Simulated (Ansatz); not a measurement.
# BrH3Si: the cost of one run

Method: cc-pVTZ, core rule «outside noble gas», up to 19 orbitals frozen; program: Ansatz 0.2.0, Gaussian basis.

Plan: UHF; CCSD(T) on RHF; CCSD(T) on UHF; BCCD(T) on RHF; CCSDT(Q) on RHF; CASSCF and NEVPT2, 2 electrons in 2 orbitals; CASSCF and NEVPT2, 14 electrons in 11 orbitals.

## 1. The system

The geometry derives from fragments relaxed apart (PBE0/def2-TZVP) and kept rigid, so it is no stationary point. A hydrogen atom is moved between rigid fragments. No spin-orbit coupling is included. The filled d shell of Br may be among the frozen orbitals whatever the setting's name suggests; the logs give the count.

5 atoms, charge 0, spin multiplicity 1.

Atoms are counted from 1 here; the program's logs count them from 0.

Bond lengths: H2–Si3 1.440 Å, Si3–H4 1.526 Å, Si3–H5 1.526 Å. Angles: H2–Si3–H4 113.7°, H2–Si3–H5 113.7°, H4–Si3–H5 91.2°.

## 2. UHF

The input, in.yaml:

```yaml
crystal:
  periodic: [false, false, false]
  atoms:
    - {symbol: Br, position_ang: [-1.013037, 0.015876, 0.000000]}
    - {symbol: H, position_ang: [1.168963, 0.015876, 0.000000]}
    - {symbol: Si, position_ang: [2.608963, 0.015876, 0.000000]}
    - {symbol: H, position_ang: [3.221143, -0.858408, 1.090012]}
    - {symbol: H, position_ang: [3.221143, -0.858408, -1.090012]}
basis:
  gaussian: {orbitals: cc-pVTZ}
magnetization: {spin_polarized: true, initial_magnetization: 0}
hamiltonian: {xc: hf}
output: {orbitals: {seedname: orbitals}}
```

The run is started by

```sh
> ansatz run in.yaml --threads 1 --pin off --events-out ev --progress --plain --max-ram 2816MiB --backend cpu
```

What time and memory should one allow on 1 thread of AMD EPYC 7R13, shared host?

About 14 s, with a peak of 0.41 GiB.
